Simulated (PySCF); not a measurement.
# Hf(SH)4: other functionals and bases at one geometry

How far do other levels of theory move the description of Hf(SH)4, and what does each cost? It is a constructed species; whether it can be made isn't addressed.

The runs use PySCF 2.14.0; several levels, as the steps say, no spin–orbit coupling.

**1. Where the work starts**

9 atoms, charge 0, spin multiplicity 1.

Bond lengths: Hf1–S2 2.431 Å, Hf1–S4 2.431 Å, Hf1–S6 2.431 Å, Hf1–S8 2.431 Å, S2–H3 1.357 Å, S4–H5 1.357 Å, S6–H7 1.357 Å, S8–H9 1.357 Å. Angles: S2–Hf1–S4 110.6°, S2–Hf1–S6 108.9°, S2–Hf1–S8 108.9°, S4–Hf1–S6 108.9°, S4–Hf1–S8 108.9°, S6–Hf1–S8 110.7°, Hf1–S2–H3 90.9°, Hf1–S4–H5 90.9°, Hf1–S6–H7 90.9°, Hf1–S8–H9 90.9°.

As a file:

```xyz
9
charge 0, multiplicity 1
Hf    0.0000    0.0000    0.0000
S     1.3422    1.4820    1.3832
H     1.7792    0.4314    2.1232
S    -1.3422   -1.4820    1.3832
H    -1.7792   -0.4314    2.1232
S     1.4820   -1.3422   -1.3831
H     0.4313   -1.7791   -2.1233
S    -1.4820    1.3422   -1.3831
H    -0.4313    1.7791   -2.1233
```

Formal oxidation states: Hf +4. An earlier session relaxed this geometry at PBE0, Hf def2-SVP with ECP60, S def2-SVP, H def2-SVP (singlet, point group S4).

At PBE0 on the finer grid: E = -1642.314049 Eh, HOMO -7.86 eV, LUMO -2.23 eV, Mulliken charge on Hf1 +0.64 e, largest force component 0.006 eV/Å. 

Levels to run: revPBE; B3LYP; PBE0, TZVP. Hardware: 2 threads of Arm Neoverse V2, shared host.

**2. revPBE**

Contents of run.py (the lines that set the calculation):

```python
mol = gto.M(atom='''
Hf     0.00000     0.00000     0.00002
S      1.34218     1.48196     1.38321
H      1.77919     0.43136     2.12324
S     -1.34218    -1.48196     1.38321
H     -1.77919    -0.43136     2.12324
S      1.48197    -1.34219    -1.38314
H      0.43131    -1.77913    -2.12332
S     -1.48197     1.34219    -1.38314
H     -0.43131     1.77913    -2.12332''',
    basis={'Hf': 'def2-SVP', 'S': 'def2-SVP', 'H': 'def2-SVP'},
    ecp={'Hf': 'def2-SVP'},
    charge=0, spin=0)
mf = dft.RKS(mol, xc='PBE_R,PBE')
mf.grids.atom_grid = (75, 302)
mf = mf.density_fit()  # fitting sets: Hf def2-universal-JKFIT, S def2-universal-JKFIT, H def2-universal-JKFIT
mf.conv_tol = 1e-08; mf.max_cycle = 55
mf.kernel(dm0)  # dm0: the density of the relaxed state
```

Launch:

```
OMP_NUM_THREADS=2 python run.py
```

**3. B3LYP**

Edit run.py (the lines that set the calculation) of step 2 so:

```diff
@@ -13,3 +13,3 @@
     charge=0, spin=0)
-mf = dft.RKS(mol, xc='PBE_R,PBE')
+mf = dft.RKS(mol, xc='B3LYP')
 mf.grids.atom_grid = (75, 302)
```

**4. PBE0, TZVP**

Basis: Hf def2-TZVP with ECP60, S def2-TZVP, H def2-TZVP. 

Edit run.py (the lines that set the calculation) of step 3 so:

```diff
@@ -10,6 +10,6 @@
 H     -0.43131     1.77913    -2.12332''',
-    basis={'Hf': 'def2-SVP', 'S': 'def2-SVP', 'H': 'def2-SVP'},
-    ecp={'Hf': 'def2-SVP'},
+    basis={'Hf': 'def2-TZVP', 'S': 'def2-TZVP', 'H': 'def2-TZVP'},
+    ecp={'Hf': 'def2-TZVP'},
     charge=0, spin=0)
-mf = dft.RKS(mol, xc='B3LYP')
+mf = dft.RKS(mol, xc='PBE0')
 mf.grids.atom_grid = (75, 302)
@@ -17,2 +17,2 @@
 mf.conv_tol = 1e-08; mf.max_cycle = 55
-mf.kernel(dm0)  # dm0: the density of the relaxed state
+mf.kernel(dm0)  # dm0: free metal ions and neutral atoms
```

**Question.** What will these runs give? Wanted: for each run, HOMO; gap; charge on Hf1; dipole; largest force.

As calculated:

| level | state | HOMO (eV) | gap (eV) | charge on Hf1 (e) | dipole (D) | largest force (eV/Å) | basis functions | time |
| --- | --- | --- | --- | --- | --- | --- | --- | --- |
| PBE0 (relaxed here) | singlet | -7.86 | 5.63 | 0.64 | 0.00 | 0.01 | 124 | 30 s |
| revPBE | singlet | -6.61 | 3.69 | 0.54 | 0.00 | 0.42 | 124 | 8.4 s |
| B3LYP | singlet | -7.53 | 5.20 | 0.59 | 0.00 | 0.19 | 124 | 8.6 s |
| PBE0, TZVP | singlet | -7.87 | 5.65 | 0.95 | 0.00 | 0.16 | 212 | 24 s |

Times are on 2 threads of Arm Neoverse V2, shared host; the first row also made further properties.

In one basis the HOMO–LUMO gap runs from 3.69 eV (revPBE) to 5.63 eV (PBE0); the widest gap comes with exact exchange. The largest leftover force, 0.42 eV/Å with revPBE, stands at a geometry relaxed at another level. The Mulliken charge on Hf spans +0.54 to +0.95 e over the levels. Total energies of different levels can't be compared. Spin–orbit coupling is left out throughout.
